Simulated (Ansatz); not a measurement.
# PdPt2S6: the cost of one run

Method: DFT PBE, scalar-relativistic, plane waves, PAW, unless a step names another level, in Ansatz 0.2.0.

1 further run of the same task is left out (set aside as unsound or not needed). Runs told in other sessions of the task aren't counted.

**1. The structure to begin with**

The structure is trigonal, space group R-3 (No. 148). Conventional cell: a = 6.183 Å, b = 6.183 Å, c = 19.355 Å, α = 90.00°, β = 90.00°, γ = 120.00°. Around Pd (site symmetry -3) lie 6 S at 2.40 Å. Around Pt (site symmetry 3) lie 6 S at 2.40 Å. Around S (site symmetry 1) lie 2 Pt at 2.40 Å and 1 Pd at 2.40 Å.

Coordinates:

```cif
data_structure
_symmetry_space_group_name_H-M 'P 1'
_symmetry_Int_Tables_number 1
_cell_length_a 7.3734
_cell_length_b 7.3734
_cell_length_c 7.3734
_cell_angle_alpha 49.581
_cell_angle_beta 49.581
_cell_angle_gamma 49.581
_cell_volume 213.63
loop_
_atom_site_label
_atom_site_type_symbol
_atom_site_fract_x
_atom_site_fract_y
_atom_site_fract_z
_atom_site_occupancy
Pd1 Pd 0.50000 0.50000 0.50000 1
Pt1 Pt 0.16668 0.16668 0.16668 1
Pt2 Pt 0.83332 0.83332 0.83332 1
S1 S 0.43630 0.10265 0.77006 1
S2 S 0.10265 0.77006 0.43630 1
S3 S 0.77006 0.43630 0.10265 1
S4 S 0.56370 0.89735 0.22994 1
S5 S 0.22994 0.56370 0.89735 1
S6 S 0.89735 0.22994 0.56370 1
```

The cell was relaxed beforehand at this level, from a generated guess; it needn't be the stable form of this composition. At a tolerance of 0.02 Å it has space group R-3 (No. 148); it has 23.74 Å³/atom, an uncorrected energy of -0.31 eV/atom over the elements and, on its mesh, gap 1.24 eV.

**2. Band edges anywhere in the zone**

Input file input.yaml:

```yaml
crystal:
  lattice:
    - [3.0917168846, 1.7850035922, 6.4515446954]
    - [-3.0917168846, 1.7850035922, 6.4515446954]
    - [0.0, -3.5700071345, 6.4515447092]
  atoms:
    - { symbol: Pd, position: [0.5, 0.5, 0.5] }
    - { symbol: Pt, position: [0.166679, 0.166679, 0.166679] }
    - { symbol: Pt, position: [0.833321, 0.833321, 0.833321] }
    - { symbol: S, position: [0.436301, 0.102653, 0.77006] }
    - { symbol: S, position: [0.102653, 0.77006, 0.436301] }
    - { symbol: S, position: [0.77006, 0.436301, 0.102653] }
    - { symbol: S, position: [0.563699, 0.897347, 0.22994] }
    - { symbol: S, position: [0.22994, 0.563699, 0.897347] }
    - { symbol: S, position: [0.897347, 0.22994, 0.563699] }
basis:
  ecutwfc: 420
kpoints:
  mp_grid: { grid: [6, 6, 6] }
  band_path: { path: [VBM, CBM], npoints: 2 }
hamiltonian:
  xc: pbe
scf:
  occupations: { method: gaussian, width: 0.02 }
output:
  forces: false
  stress: false
  eigenvalues: true
checkpoint:
  read: start.run
  write: ck
  compress: false
  write_wavefunctions: false
  write_every: 100000
```

The run is started by

```bash
$ ansatz run input.yaml --threads 4 --pin off --max-ram 8192MiB --backend cpu --events-out ev --progress --plain --runs-dir out
```

What time and memory should one allow on 4 threads of Arm Neoverse V2, shared host?

About 26 s, with a peak of 0.78 GiB.
